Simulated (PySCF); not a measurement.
# C3H6O2Si: the cost of one run

Computed with PySCF 2.14.0, with density-fitted response routines of our own, on a single molecule in the gas phase. Atoms count from 0, in the outputs and in this text.

## Step 1: The starting structure

12 atoms, charge 0, multiplicity 1; geometry from: PBE0-D3(BJ)/def2-SVP.

Bonds of the start (Å): O0–C1 1.20, C1–C2 1.53, C2–O3 1.40, O3–C4 1.42, C4–Si5 1.90, Si5–C1 1.95, C2–H6 1.11, C2–H7 1.10, C4–H8 1.10, C4–H9 1.11, Si5–H10 1.49, Si5–H11 1.49.

## Step 2: Ultraviolet spectrum: PBE0/def2-SVP

What the job is given:

```
{"job": {"kind": "uv", "xc": "PBE0", "basis": "def2-SVP"}, "charge": 0, "multiplicity": 1}
O     -0.653758    -2.410467    -0.405007
C     -0.377310    -1.271864    -0.135405
C     -1.398271    -0.131469    -0.089902
O     -0.834534     0.987458     0.532055
C      0.468481     1.271904     0.037651
Si     1.336258    -0.412081     0.228594
H     -1.713216     0.082184    -1.135340
H     -2.290151    -0.439683     0.476432
H      0.876783     2.093466     0.641779
H      0.435215     1.612718    -1.017765
H      1.804712    -0.643772     1.624621
H      2.388246    -0.766077    -0.764968
```

With the program's defaults for keys left out, this is: TDDFT PBE0/def2-SVP, vertical, gas phase, core orbitals frozen in the response.

Launch:

```console
$ OMP_NUM_THREADS=1 python probes_run.py task.json out
```

The driver reads the jobs from task.json and runs them one after another.

Q: Estimate the wall time and peak memory of this first job on 1 thread of Arm Neoverse V1, shared host.

About 14 s, with a peak of 0.62 GiB.
